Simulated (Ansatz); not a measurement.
# H2NO3Re (ReO3(NH2)): the cost of one run

Method: the settings change from run to run; program: Ansatz 0.2.0, Gaussian basis.

### 1 The geometry

The geometry comes from an earlier relaxation with r2SCAN-D4/def2-SVP; it is a stationary point, not always the lowest conformer. Re takes a core potential in def2 sets; no spin-orbit term is included.

7 atoms, charge 0, spin multiplicity 1.

Atoms are counted from 1 here; the program's logs count them from 0.

Bond lengths: Re1–O2 1.714 Å, Re1–O3 1.711 Å, Re1–O4 1.711 Å, Re1–N5 1.919 Å, N5–H6 1.018 Å, N5–H7 1.018 Å. Angles: O2–Re1–O3 109.1°, O2–Re1–O4 108.6°, O2–Re1–N5 111.0°, O3–Re1–O4 112.3°, O3–Re1–N5 107.7°, O4–Re1–N5 108.1°, Re1–N5–H6 123.1°, Re1–N5–H7 123.3°, H6–N5–H7 112.4°.

As a file:

```xyz
7
charge 0, multiplicity 1
Re    0.3510    0.6145    0.2307
O     0.3477    0.6375    1.9443
O     1.9678    0.5641   -0.3267
O    -0.4897    1.9936   -0.3352
N    -0.5452   -0.9452   -0.4369
H    -0.0727   -1.8336   -0.5928
H    -1.5589   -1.0310   -0.4833
```

### 2 B97M-V/def2-TZVP

Options: multiplicity 3.

in.yaml reads:

```yaml
crystal:
  periodic: [false, false, false]
  atoms:
    - {symbol: Re, position_ang: [0.351001, 0.614548, 0.230682]}
    - {symbol: O, position_ang: [0.347717, 0.637483, 1.944255]}
    - {symbol: O, position_ang: [1.967802, 0.564142, -0.326705]}
    - {symbol: O, position_ang: [-0.489710, 1.993606, -0.335237]}
    - {symbol: N, position_ang: [-0.545217, -0.945180, -0.436854]}
    - {symbol: H, position_ang: [-0.072719, -1.833609, -0.592834]}
    - {symbol: H, position_ang: [-1.558874, -1.030980, -0.483308]}
basis:
  gaussian: {orbitals: def2-TZVP}
magnetization: {spin_polarized: true, initial_magnetization: 2}
hamiltonian: {xc: {name: B97M-V}}
scf: {omitted_lower_state_checks: [starts]}
output: {forces: true}
```

On the command line:

```bash
> ansatz run in.yaml --threads 4 --pin off --events-out ev --progress --plain --max-ram 3916MiB
```

**Question.** How long does this run take on 4 threads of Arm Neoverse V2, shared host, and how much memory does it need?

About 32 s, with a peak of 0.63 GiB.
